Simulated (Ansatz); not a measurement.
**Zn5CdSe6: a closer look at a trial structure**

The task, for Zn5CdSe6: get its elastic tensor.

Program: Ansatz 0.2.0. Level of theory: DFT PBE, scalar-relativistic, plane waves, PAW. These are calculated values, not measurements.

**1. The structure to begin with**

The structure is trigonal, space group P31m (No. 157). Conventional cell: a = 7.106 Å, b = 7.106 Å, c = 6.726 Å, α = 90.00°, β = 90.00°, γ = 120.00°. Zn (site symmetry 3) has 4 Se at 2.47 to 2.49 Å in its first shell of neighbours. Zn (site symmetry m) is surrounded by 4 Se at 2.49 to 2.50 Å. Around Cd (site symmetry 3m) lie 4 Se at 2.66 to 2.67 Å. Se (site symmetry 3m) has 3 Zn at 2.50 Å and 1 Cd at 2.67 Å in its first shell of neighbours. Around Se (site symmetry 3) lie 4 Zn at 2.49 to 2.50 Å. Around Se (site symmetry m) lie 3 Zn at 2.47 to 2.49 Å and 1 Cd at 2.66 Å.

Coordinates:

```xyz
12
Lattice="7.1058 0.0000 0.0000 -3.5529 6.1538 0.0000 0.0000 0.0000 6.7262" Properties=species:S:1:pos:R:3 pbc="T T T"
Zn    3.5529    2.0513    0.0380
Zn    0.0000    4.1025    0.0380
Zn    2.4082    0.0000    3.3945
Zn   -1.2041    2.0856    3.3945
Zn    2.3488    4.0682    3.3945
Cd    0.0000    0.0000    0.0428
Se    0.0000    0.0000    2.7125
Se    3.5529    2.0513    2.5312
Se    0.0000    4.1025    2.5312
Se    2.5060    0.0000    5.8798
Se   -1.2530    2.1703    5.8798
Se    2.2999    3.9835    5.8798
```

The cell was relaxed beforehand at this level, from a generated guess; it is a trial structure. At a tolerance of 0.02 Å it has space group P31m (No. 157); it has 24.51 Å³/atom, an uncorrected energy of -0.69 eV/atom over the elements and, on its mesh, gap 1.02 eV.

**2. Strained cells: the elastic tensor**

Contents of input.yaml:

```yaml
crystal:
  lattice:
    - [7.1050693796, 0.0, 0.0]
    - [-3.5525346898, 6.1531705784, 0.0]
    - [0.0, 0.0, 6.7273827708]
  atoms:
    - { symbol: Zn, position: [0.6666666667, 0.3333333333, 0.0057698701] }
    - { symbol: Zn, position: [0.3333333333, 0.6666666667, 0.0057698701] }
    - { symbol: Zn, position: [0.3389682265, 0.0, 0.5045462944] }
    - { symbol: Zn, position: [0.0, 0.3389682265, 0.5045462944] }
    - { symbol: Zn, position: [0.6610317735, 0.6610317735, 0.5045462944] }
    - { symbol: Cd, position: [0.0, 0.0, 0.0061844966] }
    - { symbol: Se, position: [0.0, 0.0, 0.4033336035] }
    - { symbol: Se, position: [0.6666666667, 0.3333333333, 0.376329672] }
    - { symbol: Se, position: [0.3333333333, 0.6666666667, 0.376329672] }
    - { symbol: Se, position: [0.3526824105, 0.0, 0.8742146241] }
    - { symbol: Se, position: [0.0, 0.3526824105, 0.8742146241] }
    - { symbol: Se, position: [0.6473175895, 0.6473175895, 0.8742146241] }
basis:
  ecutwfc: 420
kpoints:
  mp_grid: { grid: [6, 6, 4] }
hamiltonian:
  xc: pbe
scf:
  occupations: { method: fixed }
output:
  forces: true
  stress: true
  eigenvalues: true
  polarization: {}
elastic:
  mode: relaxed_ion
  stencil: two_point
```

Command:

```
$ ansatz run input.yaml --threads 4 --pin off --max-ram 8192MiB --backend cpu --events-out ev --progress --plain --runs-dir out
```

Q: Predict the outcome of this session. Wanted: C11, C12, C44; C33, C13, C66; B, G, E; Poisson ratio; Debye temperature; largest piezoelectric component e, in size.

**Answer**, as computed:

```
                                                quantity            value
                             C11, C12, C44 (relaxed-ion)   88, 41, 20 GPa
                             C33, C13, C66 (relaxed-ion)  103, 31, 23 GPa
                            B, G, E (Hill) (relaxed-ion)   54, 24, 63 GPa
                             Poisson ratio (relaxed-ion)             0.31
                                       Debye temperature            247 K
largest piezoelectric component e, in size (relaxed-ion)        0.08 C/m²
```

What this shows: The tensor is positive definite (least eigenvalue 20 GPa), so the crystal resists every homogeneous strain. B/G = 2.25 lies over 1.75, which by Pugh's rule of thumb suggests ductile behaviour (a rule drawn from metals; insulators like this are brittle in practice); Young's modulus ranges from about 56 to 87 GPa with direction. Lacking a centre of inversion, it is piezoelectric, with |d| up to 3.4 pC/N.
